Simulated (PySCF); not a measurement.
# AsH₃: magnetic properties, part 1 of 2

Wanted: magnetic properties for AsH₃ (`[AsH3]`).

Computed with PySCF 2.14.0 and routines of our own; the level stands in each step. Atoms count from 0.

## Step 1: The system as given

4 atoms, charge 0, multiplicity 1; geometry from: GFN2-xTB.

## Step 2: Relaxing the molecule at PBE0-D3(BJ)/def2-SVP

The job: settings as JSON, then the geometry in Å.

```
{"job": {"xc": "PBE0", "basis": "def2-SVP", "d3": "d3bj", "grid": 1, "kind": "geom"}, "charge": 0, "multiplicity": 1}
As     0.005753     0.006256     0.650403
H     -0.151848     1.203091    -0.232927
H     -0.964295    -0.735112    -0.214312
H      1.120624    -0.469464    -0.226018
```

On the command line:

```sh
$ OMP_NUM_THREADS=1 python excited_run.py task.json out
```

The driver reads the jobs from task.json and runs them one after another.

Output:

```text
step   0  E = -2237.10715164  max force = 0.011673
step   1  E = -2237.10851968  max force = 0.007150
step   2  E = -2237.10864783  max force = 0.000248
step   3  E = -2237.10864996  max force = 0.000041
optimisation converged
```

It took 1.7 s on 1 thread of Intel Xeon 6975P-C, shared host; peak memory 0.28 GiB.

The steps of the relaxation:

```tsv
step	energy from step 0 (eV)	largest force component (eV/Å)
0	0.0000	0.6003
1	-0.0372	0.3677
2	-0.0407	0.0128
3	-0.0408	0.0021
```

Distances of close pairs at the start and the end, largest changes first:

```tsv
bond	before (Å)	after (Å)	change (Å)
As0–H3	1.496	1.525	+0.029
As0–H1	1.496	1.525	+0.029
As0–H2	1.496	1.525	+0.029
```

The end geometry stands in the next job.

```tsv
at the end point	value
point group (found at 0.08 Å tolerance)	C3v
rotational constants (GHz, main isotopes)	111.8, 111.8, 104.2
dipole moment (D)	0.50
```

## Step 3: Magnetic properties: GIAO LC-wPBE/aug-pcSseg-2

The job: settings as JSON, then the geometry in Å.

```
{"job": {"kind": "mag", "xc": "LC-wPBE", "basis": "aug-pcSseg-2"}, "charge": 0, "multiplicity": 1}
As     0.007701    -0.000950     0.621013
H     -0.158397     1.249721    -0.235753
H     -1.004308    -0.774637    -0.217443
H      1.171662    -0.495270    -0.231426
```

Level: GIAO LC-wPBE/aug-pcSseg-2 magnetisability, rotational g tensor and spin-rotation constants, non-relativistic, gas phase.

Output:

```text
coarse grid: 14752 points
cycle   1  E = -2237.3821592269  dE = -1.110e+00  |g| = 9.636e-01  |ddm| = 1.369e+00
cycle   2  E = -2237.3864634362  dE = -4.304e-03  |g| = 7.915e-01  |ddm| = 3.388e-01
cycle   3  E = -2237.4112577766  dE = -2.479e-02  |g| = 1.061e-01  |ddm| = 1.894e-01
cycle   4  E = -2237.4119362929  dE = -6.785e-04  |g| = 7.238e-03  |ddm| = 3.813e-02
cycle   5  E = -2237.4119691090  dE = -3.282e-05  |g| = 2.540e-03  |ddm| = 1.473e-02
cycle   6  E = -2237.4119733520  dE = -4.243e-06  |g| = 3.422e-04  |ddm| = 7.035e-03
final grid: 29192 points
cycle   7  E = -2237.4119741334  dE = -2.274e-07  |g| = 2.581e-04  |ddm| = 1.058e-03
cycle   8  E = -2237.4119741476  dE = -1.426e-08  |g| = 2.630e-04  |ddm| = 4.209e-04
cycle   9  E = -2237.4119741521  dE = -4.462e-09  |g| = 3.420e-05  |ddm| = 8.463e-05
cycle  10  E = -2237.4119741535  dE = -1.377e-09  |g| = 7.602e-06  |ddm| = 1.487e-04
cycle  11  E = -2237.4119741535  dE = -3.593e-11  |g| = 1.025e-06  |ddm| = 1.784e-05
converged SCF energy = -2237.4119741535

Magnetisability tensor (1e-30 J/T^2)
     -619.31        0.00        0.27
        0.00     -619.31        0.34
        0.27        0.34     -571.52
isotropic -603.38   principal values    -619.32   -619.31   -571.51
isotropic susceptibility -36.336 1e-6 cm^3/mol

Inertial axes            a          b          c
rot. const./GHz    111.7747   111.7594   104.1726
chi total           -37.296    -37.296    -34.417
chi diamagnetic     -55.154    -55.154    -54.950
chi paramagnetic     17.858     17.858     20.533
quadrupole/D A        1.009      1.009     -2.018
g nuclear            0.9895     0.9894     0.9995
g electronic        -0.9378    -0.9376    -1.0049
g total              0.0518     0.0518    -0.0054

Spin-rotation constants (kHz, H = +C I.J)
atom  isotope        aa         bb         cc
  0   75As      108.537    108.523    114.266
  1     1H       -6.743     -6.742     -6.391
  2     1H       -6.738     -6.737     -6.400
  3     1H       -6.738     -6.737     -6.400
```

Wall time 8.9 s (1 thread of Intel Xeon 6975P-C, shared host); peak memory 0.62 GiB.

From this job:

```tsv
quantity	value
magnetisability	-603·10⁻³⁰ J/T²
molar susceptibility	-36.3·10⁻⁶ cm³/mol
rotational g (a, b, c)	0.0518, 0.0518, -0.0054
```

## Step 4: Magnetic properties: GIAO B3LYP/def2-SVPD

The job: settings as JSON, then the geometry in Å.

```
{"job": {"kind": "mag", "xc": "B3LYP", "basis": "def2-SVPD"}, "charge": 0, "multiplicity": 1}
As     0.007701    -0.000950     0.621013
H     -0.158397     1.249721    -0.235753
H     -1.004308    -0.774637    -0.217443
H      1.171662    -0.495270    -0.231426
```

Level: GIAO B3LYP/def2-SVPD magnetisability, rotational g tensor and spin-rotation constants, non-relativistic, gas phase.

Output:

```text
coarse grid: 14752 points
cycle   1  E = -2237.4280188576  dE = -8.934e-01  |g| = 2.019e-01  |ddm| = 1.867e+00
cycle   2  E = -2237.4304775572  dE = -2.459e-03  |g| = 1.477e-01  |ddm| = 4.780e-01
cycle   3  E = -2237.4323015548  dE = -1.824e-03  |g| = 8.281e-03  |ddm| = 1.158e-01
cycle   4  E = -2237.4323150035  dE = -1.345e-05  |g| = 3.490e-03  |ddm| = 2.807e-02
cycle   5  E = -2237.4323179058  dE = -2.902e-06  |g| = 7.222e-04  |ddm| = 7.649e-03
final grid: 29192 points
cycle   6  E = -2237.4323173514  dE = -3.720e-08  |g| = 7.106e-04  |ddm| = 2.595e-03
cycle   7  E = -2237.4323173563  dE = -4.897e-09  |g| = 7.996e-04  |ddm| = 2.487e-03
cycle   8  E = -2237.4323175246  dE = -1.684e-07  |g| = 7.228e-05  |ddm| = 1.305e-03
cycle   9  E = -2237.4323175258  dE = -1.182e-09  |g| = 2.372e-06  |ddm| = 8.694e-05
cycle  10  E = -2237.4323175258  dE =  0.000e+00  |g| = 2.383e-07  |ddm| = 6.900e-06
converged SCF energy = -2237.4323175258

Magnetisability tensor (1e-30 J/T^2)
     -616.96        0.00        0.25
        0.00     -616.96        0.32
        0.25        0.32     -572.23
isotropic -602.05   principal values    -616.97   -616.96   -572.23
isotropic susceptibility -36.256 1e-6 cm^3/mol

Inertial axes            a          b          c
rot. const./GHz    111.7747   111.7594   104.1726
chi total           -37.154    -37.154    -34.460
chi diamagnetic     -55.387    -55.387    -55.298
chi paramagnetic     18.232     18.232     20.837
quadrupole/D A        0.944      0.944     -1.887
g nuclear            0.9895     0.9894     0.9995
g electronic        -0.9574    -0.9573    -1.0198
g total              0.0321     0.0321    -0.0203

Spin-rotation constants (kHz, H = +C I.J)
atom  isotope        aa         bb         cc
  0   75As      103.534    103.519    113.255
  1     1H       -6.919     -6.918     -6.602
  2     1H       -6.914     -6.913     -6.612
  3     1H       -6.913     -6.912     -6.612
```

It took 1.4 s on 1 thread of Intel Xeon 6975P-C, shared host; peak memory 0.48 GiB.

In short:

```tsv
quantity	value
magnetisability	-602·10⁻³⁰ J/T²
molar susceptibility	-36.3·10⁻⁶ cm³/mol
rotational g (a, b, c)	0.0321, 0.0321, -0.0203
```

## Step 5: Magnetic properties: GIAO B3LYP/aug-cc-pVDZ

The job: settings as JSON, then the geometry in Å.

```
{"job": {"kind": "mag", "xc": "B3LYP", "basis": "aug-cc-pVDZ"}, "charge": 0, "multiplicity": 1}
As     0.007701    -0.000950     0.621013
H     -0.158397     1.249721    -0.235753
H     -1.004308    -0.774637    -0.217443
H      1.171662    -0.495270    -0.231426
```

Level: GIAO B3LYP/aug-cc-pVDZ magnetisability, rotational g tensor and spin-rotation constants, non-relativistic, gas phase.

Output:

```text
coarse grid: 14752 points
cycle   1  E = -2237.6769024771  dE = -8.527e-01  |g| = 7.659e-02  |ddm| = 3.353e+00
cycle   2  E = -2237.6782340687  dE = -1.332e-03  |g| = 4.760e-02  |ddm| = 5.304e-01
cycle   3  E = -2237.6791319994  dE = -8.979e-04  |g| = 1.683e-02  |ddm| = 1.997e-01
cycle   4  E = -2237.6792081766  dE = -7.618e-05  |g| = 7.289e-04  |ddm| = 4.277e-02
cycle   5  E = -2237.6792083180  dE = -1.414e-07  |g| = 7.074e-05  |ddm| = 3.938e-03
final grid: 29192 points
cycle   6  E = -2237.6792232488  dE = -4.183e-09  |g| = 4.316e-05  |ddm| = 1.625e-03
cycle   7  E = -2237.6792232489  dE = -1.669e-10  |g| = 3.758e-05  |ddm| = 2.652e-04
cycle   8  E = -2237.6792232493  dE = -3.920e-10  |g| = 2.624e-06  |ddm| = 1.173e-04
converged SCF energy = -2237.6792232493

Magnetisability tensor (1e-30 J/T^2)
     -622.08        0.00        0.25
        0.00     -622.08        0.32
        0.25        0.32     -577.22
isotropic -607.13   principal values    -622.09   -622.08   -577.21
isotropic susceptibility -36.562 1e-6 cm^3/mol

Inertial axes            a          b          c
rot. const./GHz    111.7747   111.7594   104.1726
chi total           -37.463    -37.463    -34.761
chi diamagnetic     -55.654    -55.654    -55.482
chi paramagnetic     18.191     18.191     20.721
quadrupole/D A        0.991      0.991     -1.982
g nuclear            0.9895     0.9894     0.9995
g electronic        -0.9553    -0.9551    -1.0141
g total              0.0343     0.0343    -0.0146

Spin-rotation constants (kHz, H = +C I.J)
atom  isotope        aa         bb         cc
  0   75As       99.412     99.398    104.475
  1     1H       -6.974     -6.973     -6.623
  2     1H       -6.970     -6.969     -6.632
  3     1H       -6.969     -6.968     -6.632
```

It took 1.3 s on 1 thread of Intel Xeon 6975P-C, shared host; peak memory 0.48 GiB.

In short:

```tsv
quantity	value
magnetisability	-607·10⁻³⁰ J/T²
molar susceptibility	-36.6·10⁻⁶ cm³/mol
rotational g (a, b, c)	0.0343, 0.0343, -0.0146
```

## Step 6: Magnetic properties: GIAO B3LYP/3-21G

The job: settings as JSON, then the geometry in Å.

```
{"job": {"kind": "mag", "xc": "B3LYP", "basis": "3-21G"}, "charge": 0, "multiplicity": 1}
As     0.007701    -0.000950     0.621013
H     -0.158397     1.249721    -0.235753
H     -1.004308    -0.774637    -0.217443
H      1.171662    -0.495270    -0.231426
```

Level: GIAO B3LYP/3-21G magnetisability, rotational g tensor and spin-rotation constants, non-relativistic, gas phase.

Output:

```text
coarse grid: 14752 points
cycle   1  E = -2226.9059458500  dE = -2.167e+00  |g| = 1.667e-01  |ddm| = 1.555e+00
cycle   2  E = -2226.9097627718  dE = -3.817e-03  |g| = 1.322e-01  |ddm| = 5.305e-01
cycle   3  E = -2226.9170608045  dE = -7.298e-03  |g| = 3.609e-03  |ddm| = 2.263e-01
cycle   4  E = -2226.9170675880  dE = -6.784e-06  |g| = 4.448e-04  |ddm| = 7.428e-03
final grid: 29192 points
cycle   5  E = -2226.9170636678  dE = -5.965e-08  |g| = 2.837e-04  |ddm| = 1.208e-03
cycle   6  E = -2226.9170636803  dE = -1.248e-08  |g| = 2.425e-04  |ddm| = 8.550e-04
cycle   7  E = -2226.9170637060  dE = -2.566e-08  |g| = 7.173e-06  |ddm| = 3.942e-04
cycle   8  E = -2226.9170637060  dE = -2.183e-11  |g| = 2.626e-07  |ddm| = 1.495e-05
converged SCF energy = -2226.9170637060

Magnetisability tensor (1e-30 J/T^2)
     -611.05        0.00        0.25
        0.00     -611.05        0.33
        0.25        0.33     -565.48
isotropic -595.86   principal values    -611.06   -611.05   -565.47
isotropic susceptibility -35.884 1e-6 cm^3/mol

Inertial axes            a          b          c
rot. const./GHz    111.7747   111.7594   104.1726
chi total           -36.798    -36.798    -34.054
chi diamagnetic     -55.874    -55.874    -55.601
chi paramagnetic     19.076     19.076     21.548
quadrupole/D A        1.048      1.048     -2.095
g nuclear            0.9895     0.9894     0.9995
g electronic        -1.0017    -1.0015    -1.0546
g total             -0.0122    -0.0122    -0.0551

Spin-rotation constants (kHz, H = +C I.J)
atom  isotope        aa         bb         cc
  0   75As       89.899     89.887     91.185
  1     1H       -7.424     -7.423     -7.418
  2     1H       -7.419     -7.418     -7.427
  3     1H       -7.419     -7.418     -7.427
```

Wall time 0.64 s (1 thread of Intel Xeon 6975P-C, shared host); peak memory 0.48 GiB.

In short:

```tsv
quantity	value
magnetisability	-596·10⁻³⁰ J/T²
molar susceptibility	-35.9·10⁻⁶ cm³/mol
rotational g (a, b, c)	-0.0122, -0.0122, -0.0551
```

## Step 7: Magnetic properties: GIAO B3LYP/ANO-RCC-VDZP

The job: settings as JSON, then the geometry in Å.

```
{"job": {"kind": "mag", "xc": "B3LYP", "basis": "ANO-RCC-VDZP"}, "charge": 0, "multiplicity": 1}
As     0.007701    -0.000950     0.621013
H     -0.158397     1.249721    -0.235753
H     -1.004308    -0.774637    -0.217443
H      1.171662    -0.495270    -0.231426
```

Method: GIAO B3LYP/ANO-RCC-VDZP magnetisability, rotational g tensor and spin-rotation constants, non-relativistic, gas phase.

ANO-RCC is contracted for a relativistic Hamiltonian, so without one its core functions misfit and properties at heavier nuclei are off.

Output:

```text
coarse grid: 14752 points
cycle   1  E = -2222.0168460469  dE = -1.603e-01  |g| = 1.522e-01  |ddm| = 2.166e+00
cycle   2  E = -2222.0195967303  dE = -2.751e-03  |g| = 6.670e-02  |ddm| = 2.027e-01
cycle   3  E = -2222.0202187220  dE = -6.220e-04  |g| = 7.177e-03  |ddm| = 6.296e-02
cycle   4  E = -2222.0202344369  dE = -1.571e-05  |g| = 1.821e-03  |ddm| = 1.163e-02
cycle   5  E = -2222.0202356341  dE = -1.197e-06  |g| = 5.577e-04  |ddm| = 4.010e-03
final grid: 29192 points
cycle   6  E = -2222.0202486033  dE = -3.826e-08  |g| = 4.839e-04  |ddm| = 1.537e-03
cycle   7  E = -2222.0202486195  dE = -1.622e-08  |g| = 4.628e-04  |ddm| = 1.442e-03
cycle   8  E = -2222.0202487028  dE = -8.335e-08  |g| = 2.785e-05  |ddm| = 7.074e-04
cycle   9  E = -2222.0202487031  dE = -2.196e-10  |g| = 4.910e-07  |ddm| = 2.679e-05
converged SCF energy = -2222.0202487031

Magnetisability tensor (1e-30 J/T^2)
     -617.96        0.00        0.26
        0.00     -617.96        0.33
        0.26        0.33     -571.86
isotropic -602.59   principal values    -617.97   -617.96   -571.85
isotropic susceptibility -36.289 1e-6 cm^3/mol

Inertial axes            a          b          c
rot. const./GHz    111.7747   111.7594   104.1726
chi total           -37.215    -37.215    -34.438
chi diamagnetic     -55.533    -55.533    -55.260
chi paramagnetic     18.318     18.318     20.823
quadrupole/D A        1.048      1.048     -2.095
g nuclear            0.9895     0.9894     0.9995
g electronic        -0.9619    -0.9618    -1.0191
g total              0.0276     0.0276    -0.0196

Spin-rotation constants (kHz, H = +C I.J)
atom  isotope        aa         bb         cc
  0   75As      106.770    106.755    112.557
  1     1H       -7.078     -7.077     -6.742
  2     1H       -7.073     -7.072     -6.751
  3     1H       -7.073     -7.072     -6.751
```

Run time: 1.4 s. Hardware: 1 thread of Intel Xeon 6975P-C, shared host; peak memory 0.48 GiB.

In short:

```tsv
quantity	value
magnetisability	-603·10⁻³⁰ J/T²
molar susceptibility	-36.3·10⁻⁶ cm³/mol
rotational g (a, b, c)	0.0276, 0.0276, -0.0196
```

## Step 8: Magnetic properties: GIAO B3LYP/pcSseg-2

The job: settings as JSON, then the geometry in Å.

```
{"job": {"kind": "mag", "xc": "B3LYP", "basis": "pcSseg-2"}, "charge": 0, "multiplicity": 1}
As     0.007701    -0.000950     0.621013
H     -0.158397     1.249721    -0.235753
H     -1.004308    -0.774637    -0.217443
H      1.171662    -0.495270    -0.231426
```

With the program's defaults for keys left out, this is: GIAO B3LYP/pcSseg-2 magnetisability, rotational g tensor and spin-rotation constants, non-relativistic, gas phase.

Output:

```text
coarse grid: 14752 points
cycle   1  E = -2237.7372715248  dE = -1.003e+00  |g| = 9.035e-01  |ddm| = 1.340e+00
cycle   2  E = -2237.7346879543  dE =  2.584e-03  |g| = 7.827e-01  |ddm| = 2.692e-01
cycle   3  E = -2237.7584795072  dE = -2.379e-02  |g| = 1.179e-01  |ddm| = 1.659e-01
cycle   4  E = -2237.7593140560  dE = -8.345e-04  |g| = 1.974e-02  |ddm| = 6.285e-02
cycle   5  E = -2237.7594148128  dE = -1.008e-04  |g| = 1.481e-03  |ddm| = 2.045e-02
cycle   6  E = -2237.7594155578  dE = -7.450e-07  |g| = 2.557e-04  |ddm| = 1.382e-03
final grid: 29192 points
cycle   7  E = -2237.7594137013  dE = -1.626e-08  |g| = 2.394e-04  |ddm| = 6.339e-04
cycle   8  E = -2237.7594137026  dE = -1.228e-09  |g| = 3.114e-04  |ddm| = 3.111e-04
cycle   9  E = -2237.7594137101  dE = -7.542e-09  |g| = 2.571e-05  |ddm| = 1.198e-04
cycle  10  E = -2237.7594137103  dE = -1.719e-10  |g| = 1.262e-06  |ddm| = 2.410e-05
converged SCF energy = -2237.7594137103

Magnetisability tensor (1e-30 J/T^2)
     -617.27        0.00        0.26
        0.00     -617.27        0.33
        0.26        0.33     -571.44
isotropic -601.99   principal values    -617.28   -617.27   -571.44
isotropic susceptibility -36.253 1e-6 cm^3/mol

Inertial axes            a          b          c
rot. const./GHz    111.7747   111.7594   104.1726
chi total           -37.173    -37.173    -34.413
chi diamagnetic     -55.663    -55.663    -55.487
chi paramagnetic     18.490     18.490     21.074
quadrupole/D A        0.993      0.993     -1.987
g nuclear            0.9895     0.9894     0.9995
g electronic        -0.9709    -0.9708    -1.0313
g total              0.0186     0.0186    -0.0319

Spin-rotation constants (kHz, H = +C I.J)
atom  isotope        aa         bb         cc
  0   75As      113.596    113.580    118.820
  1     1H       -6.761     -6.760     -6.434
  2     1H       -6.756     -6.755     -6.443
  3     1H       -6.756     -6.755     -6.443
```

It took 2.6 s on 1 thread of Intel Xeon 6975P-C, shared host; peak memory 0.5 GiB.

From this job:

```tsv
quantity	value
magnetisability	-602·10⁻³⁰ J/T²
molar susceptibility	-36.3·10⁻⁶ cm³/mol
rotational g (a, b, c)	0.0186, 0.0186, -0.0319
```

## Step 9: Magnetic properties: GIAO B3LYP/Sadlej pVTZ

The job: settings as JSON, then the geometry in Å.

```
{"job": {"kind": "mag", "xc": "B3LYP", "basis": "Sadlej pVTZ"}, "charge": 0, "multiplicity": 1}
As     0.007701    -0.000950     0.621013
H     -0.158397     1.249721    -0.235753
H     -1.004308    -0.774637    -0.217443
H      1.171662    -0.495270    -0.231426
```

Level: GIAO B3LYP/Sadlej pVTZ magnetisability, rotational g tensor and spin-rotation constants, non-relativistic, gas phase.

Output:

```text
coarse grid: 14752 points
cycle   1  E = -2237.6549380479  dE = -2.650e+00  |g| = 7.237e-01  |ddm| = 6.290e+03
cycle   2  E = -2237.6548399437  dE =  9.810e-05  |g| = 6.806e-01  |ddm| = 1.032e+00
cycle   3  E = -2237.6704258498  dE = -1.559e-02  |g| = 5.227e-02  |ddm| = 4.900e-01
cycle   4  E = -2237.6706146249  dE = -1.888e-04  |g| = 1.703e-02  |ddm| = 7.043e-02
cycle   5  E = -2237.6706848330  dE = -7.021e-05  |g| = 1.705e-03  |ddm| = 2.451e-02
cycle   6  E = -2237.6706854536  dE = -6.206e-07  |g| = 2.282e-04  |ddm| = 1.687e-03
final grid: 29192 points
cycle   7  E = -2237.6706858615  dE = -7.167e-09  |g| = 2.169e-04  |ddm| = 1.251e-03
cycle   8  E = -2237.6706858599  dE =  1.606e-09  |g| = 3.090e-04  |ddm| = 5.598e-04
cycle   9  E = -2237.6706858715  dE = -1.157e-08  |g| = 2.649e-05  |ddm| = 2.587e-04
cycle  10  E = -2237.6706858717  dE = -1.942e-10  |g| = 3.180e-06  |ddm| = 4.847e-05
converged SCF energy = -2237.6706858717

Magnetisability tensor (1e-30 J/T^2)
     -616.70        0.00        0.25
        0.00     -616.70        0.31
        0.25        0.31     -572.94
isotropic -602.11   principal values    -616.71   -616.70   -572.94
isotropic susceptibility -36.260 1e-6 cm^3/mol

Inertial axes            a          b          c
rot. const./GHz    111.7747   111.7594   104.1726
chi total           -37.139    -37.139    -34.503
chi diamagnetic     -55.647    -55.647    -55.475
chi paramagnetic     18.508     18.508     20.972
quadrupole/D A        0.991      0.991     -1.981
g nuclear            0.9895     0.9894     0.9995
g electronic        -0.9719    -0.9718    -1.0264
g total              0.0176     0.0176    -0.0269

Spin-rotation constants (kHz, H = +C I.J)
atom  isotope        aa         bb         cc
  0   75As      109.923    109.908    114.940
  1     1H       -6.940     -6.939     -6.605
  2     1H       -6.935     -6.934     -6.614
  3     1H       -6.935     -6.934     -6.614
```

Run time: 2.3 s. Hardware: 1 thread of Intel Xeon 6975P-C, shared host; peak memory 0.57 GiB.

Key values:

```tsv
quantity	value
magnetisability	-602·10⁻³⁰ J/T²
molar susceptibility	-36.3·10⁻⁶ cm³/mol
rotational g (a, b, c)	0.0176, 0.0176, -0.0269
```

## Step 10: Magnetic properties: GIAO B3LYP/6-31G*

The job: settings as JSON, then the geometry in Å.

```
{"job": {"kind": "mag", "xc": "B3LYP", "basis": "6-31G*"}, "charge": 0, "multiplicity": 1}
As     0.007701    -0.000950     0.621013
H     -0.158397     1.249721    -0.235753
H     -1.004308    -0.774637    -0.217443
H      1.171662    -0.495270    -0.231426
```

Level: GIAO B3LYP/6-31G* magnetisability, rotational g tensor and spin-rotation constants, non-relativistic, gas phase.

Output:

```text
coarse grid: 14752 points
cycle   1  E = -2237.4082667965  dE = -8.789e-01  |g| = 1.735e-01  |ddm| = 1.614e+00
cycle   2  E = -2237.4109404501  dE = -2.674e-03  |g| = 1.134e-01  |ddm| = 2.773e-01
cycle   3  E = -2237.4129319734  dE = -1.992e-03  |g| = 4.446e-03  |ddm| = 1.019e-01
cycle   4  E = -2237.4129383915  dE = -6.418e-06  |g| = 2.711e-03  |ddm| = 9.015e-03
final grid: 29192 points
cycle   5  E = -2237.4129309921  dE = -4.287e-07  |g| = 2.820e-03  |ddm| = 6.563e-03
cycle   6  E = -2237.4129310666  dE = -7.448e-08  |g| = 3.194e-03  |ddm| = 6.314e-03
cycle   7  E = -2237.4129329306  dE = -1.864e-06  |g| = 1.915e-04  |ddm| = 2.948e-03
cycle   8  E = -2237.4129329432  dE = -1.259e-08  |g| = 7.417e-06  |ddm| = 2.386e-04
cycle   9  E = -2237.4129329432  dE = -2.092e-11  |g| = 6.620e-07  |ddm| = 1.431e-05
converged SCF energy = -2237.4129329432

Magnetisability tensor (1e-30 J/T^2)
     -611.66        0.00        0.25
        0.00     -611.66        0.33
        0.25        0.33     -566.38
isotropic -596.57   principal values    -611.66   -611.66   -566.38
isotropic susceptibility -35.926 1e-6 cm^3/mol

Inertial axes            a          b          c
rot. const./GHz    111.7747   111.7594   104.1726
chi total           -36.835    -36.835    -34.108
chi diamagnetic     -54.962    -54.962    -54.718
chi paramagnetic     18.127     18.127     20.610
quadrupole/D A        1.032      1.032     -2.063
g nuclear            0.9895     0.9894     0.9995
g electronic        -0.9519    -0.9517    -1.0086
g total              0.0377     0.0376    -0.0092

Spin-rotation constants (kHz, H = +C I.J)
atom  isotope        aa         bb         cc
  0   75As      101.403    101.389    104.597
  1     1H       -7.118     -7.117     -6.812
  2     1H       -7.114     -7.113     -6.821
  3     1H       -7.113     -7.112     -6.821
```

Wall time 0.96 s (1 thread of Intel Xeon 6975P-C, shared host); peak memory 0.38 GiB.

In short:

```tsv
quantity	value
magnetisability	-597·10⁻³⁰ J/T²
molar susceptibility	-35.9·10⁻⁶ cm³/mol
rotational g (a, b, c)	0.0377, 0.0376, -0.0092
```

(Continued in part 2 of 2.)
